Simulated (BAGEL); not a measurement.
# [B2H5O2]− (SMILES [BH3-]B(O)O) at B3LYP/6-31G(d) (density fitting with qzvpp-jkfit, spherical functions)

What is the energy change on altering one bond length of [B2H5O2]− at B3LYP/6-31G* (density fitting with qzvpp-jkfit, spherical functions)? 

The results are computed with BAGEL 1.2.2.

2 further runs of the same task are left out: 2 set aside as unsound or not needed. Runs told in other sessions of the task aren't counted.

### 1 The molecule

The species is [B2H5O2]− (9 atoms), meant as a singlet with charge -1. SMILES: `[BH3-]B(O)O`. The coordinates come from a GFN2-xTB relaxation. This is one conformer, not always the lowest.

Bond lengths: B1–B2 1.697 Å, B2–O3 1.407 Å, B2–O4 1.407 Å, B1–H5 1.238 Å, B1–H6 1.241 Å, B1–H7 1.238 Å, O3–H8 0.956 Å, O4–H9 0.956 Å. Some angles: B1–B2–O3 125.1°, B1–B2–O4 125.6°, O3–B2–O4 109.3°, B2–B1–H5 110.6°, B2–B1–H6 112.8°, B2–B1–H7 112.0°, B2–O3–H8 108.5°, B2–O4–H9 108.3°, H5–B1–H6 107.1°, H5–B1–H7 106.4°.

### 2 The energy at B3LYP/6-31G(d) (density fitting with qzvpp-jkfit, spherical functions)

Input file calc.json:

```json
{ "bagel": [

{
  "title": "molecule",
  "basis": "6-31gs.json",
  "df_basis": "qzvpp-jkfit",
  "angstrom": true,
  "geometry": [
    { "atom": "B", "xyz": [    0.254680,    0.940610,   -0.319590 ] },
    { "atom": "B", "xyz": [   -0.171720,   -0.610840,    0.220640 ] },
    { "atom": "O", "xyz": [    0.717840,   -1.692820,    0.355770 ] },
    { "atom": "O", "xyz": [   -1.467670,   -1.025080,    0.580350 ] },
    { "atom": "H", "xyz": [    0.503080,    0.926310,   -1.531980 ] },
    { "atom": "H", "xyz": [   -0.645350,    1.775930,   -0.140800 ] },
    { "atom": "H", "xyz": [    1.274260,    1.363820,    0.241170 ] },
    { "atom": "H", "xyz": [    1.593070,   -1.398680,    0.109540 ] },
    { "atom": "H", "xyz": [   -2.058200,   -0.279260,    0.484900 ] }
  ]
},
{
  "title": "ks",
  "xc_func": "b3lyp",
  "charge": -1
},
{
  "title": "print",
  "file": "orbitals.molden",
  "orbitals": true
}

]}
```

The basis set 6-31G* is read from a file made from the Basis Set Exchange's data (not shown).

Launch:

```sh
$ BAGEL_NUM_THREADS=1 BAGEL calc.json > calc.out
```

The log of the run:

```text
* using 1 threads per process

  ===============================================================
  ===============================================================

  *** Geometry ***

  { "atom" : "B", "xyz" : [      0.481275,      1.777495,     -0.603938 ] },
  { "atom" : "B", "xyz" : [     -0.324504,     -1.154320,      0.416949 ] },
  { "atom" : "O", "xyz" : [      1.356521,     -3.198966,      0.672308 ] },
  { "atom" : "O", "xyz" : [     -2.773494,     -1.937120,      1.096703 ] },
  { "atom" : "H", "xyz" : [      0.950683,      1.750472,     -2.895023 ] },
  { "atom" : "H", "xyz" : [     -1.219535,      3.356021,     -0.266073 ] },
  { "atom" : "H", "xyz" : [      2.408002,      2.577246,      0.455745 ] },
  { "atom" : "H", "xyz" : [      3.010466,     -2.643122,      0.207001 ] },
  { "atom" : "H", "xyz" : [     -3.889434,     -0.527725,      0.916328 ] },

  Number of auxiliary basis functions:      394

  Since a DF basis is specified, we compute 2- and 3-index integrals:
    o Being stored without compression. Storage requirement is 0.014 GB

  Number of basis functions:       66
  Number of electrons      :       31

    * METHOD: MOLECULE                             0.12

  *** Kohn-Sham DFT ***

    * Removing 16650 points whose weight is below 1.00e-10
    * Grid points: 117504

  === Nuclear Repulsion ===
   103.3700351057

       - DIIS with orbital gradients will be used.

  === KS iteration (b3lyp / 6-31gs.json) ===
      0       -170.28781965          0.15300088           0.25
      1       -123.41589803          0.15650400           0.24
      2       -139.14403847          0.21166352           0.24
      3       -183.48296773          0.13594298           0.23
      4       -189.94968240          0.13976630           0.23
      5       -194.23348816          0.10952959           0.23
      6       -193.93894920          0.11445296           0.23
      7       -127.15284828          0.19225979           0.23
      8       -203.18173468          0.01549760           0.24
      9       -203.16856826          0.01749675           0.24
     10       -203.25302052          0.00240628           0.24
     11       -203.25440222          0.00073066           0.23
     12       -203.25453593          0.00036593           0.24
     13       -203.25457153          0.00009094           0.24
     14       -203.25457396          0.00002040           0.24
     15       -203.25457408          0.00000565           0.24
     16       -203.25457410          0.00000150           0.24
     17       -203.25457410          0.00000157           0.24
     18       -203.25457410          0.00000032           0.24
     19       -203.25457410          0.00000012           0.24
     20       -203.25457410          0.00000003           0.24
     21       -203.25457410          0.00000001           0.24
    * SCF iteration converged.

    * Permanent dipole moment:
           (    0.381898,     1.490570,    -0.502285) a.u.

    * METHOD: KS                                   5.72

    * METHOD: PRINT                                0.01

  ===============================================================
```

It took 6 s on 1 thread of Arm Neoverse V2, shared host; peak memory 0.36 GiB.

### 3 The distorted shape at the same level

Input file job.json:

```json
{ "bagel" : [

{
  "title" : "molecule",
  "basis" : "6-31gs.json",
  "df_basis" : "qzvpp-jkfit",
  "angstrom" : true,
  "geometry" : [
    { "atom" : "B", "xyz" : [    0.524659,    0.690042,   -0.373221 ] },
    { "atom" : "B", "xyz" : [    0.098259,   -0.861408,    0.167009 ] },
    { "atom" : "O", "xyz" : [    0.987819,   -1.943388,    0.302139 ] },
    { "atom" : "O", "xyz" : [   -1.197691,   -1.275648,    0.526719 ] },
    { "atom" : "H", "xyz" : [    0.773059,    0.675742,   -1.585611 ] },
    { "atom" : "H", "xyz" : [   -0.645350,    1.775930,   -0.140800 ] },
    { "atom" : "H", "xyz" : [    1.544239,    1.113252,    0.187539 ] },
    { "atom" : "H", "xyz" : [    1.863049,   -1.649248,    0.055909 ] },
    { "atom" : "H", "xyz" : [   -1.788221,   -0.529828,    0.431269 ] }
  ]
},
{
  "title" : "ks",
  "xc_func" : "b3lyp",
  "charge" : -1
},
{
  "title" : "print",
  "file" : "orbitals.molden",
  "orbitals" : true
}

]}
```

The basis set 6-31G* is read from a file made from the Basis Set Exchange's data (not shown).

Launch:

```sh
$ BAGEL_NUM_THREADS=1 BAGEL job.json > job.out
```

The log of the run:

```text
* using 1 threads per process

  ===============================================================
  ===============================================================

  *** Geometry ***

  { "atom" : "B", "xyz" : [      0.991462,      1.303990,     -0.705285 ] },
  { "atom" : "B", "xyz" : [      0.185683,     -1.627825,      0.315601 ] },
  { "atom" : "O", "xyz" : [      1.866707,     -3.672471,      0.570960 ] },
  { "atom" : "O", "xyz" : [     -2.263308,     -2.410625,      0.995355 ] },
  { "atom" : "H", "xyz" : [      1.460870,      1.276967,     -2.996371 ] },
  { "atom" : "H", "xyz" : [     -1.219535,      3.356021,     -0.266073 ] },
  { "atom" : "H", "xyz" : [      2.918189,      2.103741,      0.354397 ] },
  { "atom" : "H", "xyz" : [      3.520652,     -3.116627,      0.105653 ] },
  { "atom" : "H", "xyz" : [     -3.379248,     -1.001230,      0.814980 ] },

  Number of auxiliary basis functions:      394

  Since a DF basis is specified, we compute 2- and 3-index integrals:
    o Being stored without compression. Storage requirement is 0.014 GB

  Number of basis functions:       66
  Number of electrons      :       31

    * METHOD: MOLECULE                             0.12

  *** Kohn-Sham DFT ***

    * Removing 16257 points whose weight is below 1.00e-10
    * Grid points: 117897

  === Nuclear Repulsion ===
   102.5109561932

       - DIIS with orbital gradients will be used.

  === KS iteration (b3lyp / 6-31gs.json) ===
      0       -170.48436169          0.15254916           0.25
      1       -124.70738856          0.15700799           0.24
      2       -139.79686440          0.21006269           0.24
      3       -184.13203454          0.13541852           0.24
      4       -191.30262246          0.12285458           0.24
      5       -194.70632533          0.10694719           0.24
      6       -194.43895107          0.11168697           0.24
      7       -128.19804045          0.19010804           0.24
      8       -203.13500831          0.01682272           0.24
      9       -203.10682746          0.02169225           0.24
     10       -203.22678421          0.00369180           0.24
     11       -203.22990023          0.00159498           0.24
     12       -203.23054330          0.00042706           0.23
     13       -203.23059618          0.00004997           0.24
     14       -203.23059690          0.00001794           0.24
     15       -203.23059703          0.00000400           0.24
     16       -203.23059704          0.00000133           0.24
     17       -203.23059704          0.00000064           0.24
     18       -203.23059704          0.00000016           0.23
     19       -203.23059704          0.00000003           0.24
     20       -203.23059704          0.00000001           0.24
    * SCF iteration converged.

    * Permanent dipole moment:
           (    0.049822,     1.811274,    -0.441271) a.u.

    * METHOD: KS                                   5.49

    * METHOD: PRINT                                0.01

  ===============================================================
```

It took 6 s on 1 thread of Arm Neoverse V2, shared host; peak memory 0.36 GiB.

### 4 Outcome

Level: B3LYP/6-31G* (density fitting with qzvpp-jkfit, spherical functions).

```
                                                              quantity          value
                                             first shape: total energy  -203.25457 Eh
                                              first shape: HOMO energy       -0.67 eV
                                              first shape: LUMO energy        6.96 eV
    first shape: HOMO–LUMO gap (to an unbound level, set by the basis)        7.63 eV
                                         distorted shape: total energy  -203.23060 Eh
                                          distorted shape: HOMO energy       -0.86 eV
                                          distorted shape: LUMO energy        6.66 eV
distorted shape: HOMO–LUMO gap (to an unbound level, set by the basis)        7.52 eV
     energy change with the B1–H6 bond stretched from 1.241 to 1.613 Å       0.652 eV
```

With the B1–H6 bond stretched from 1.241 to 1.613 Å the energy rises by 0.65 eV (63.0 kJ/mol). The first shape isn't relaxed at this level, so the change isn't measured from a minimum.
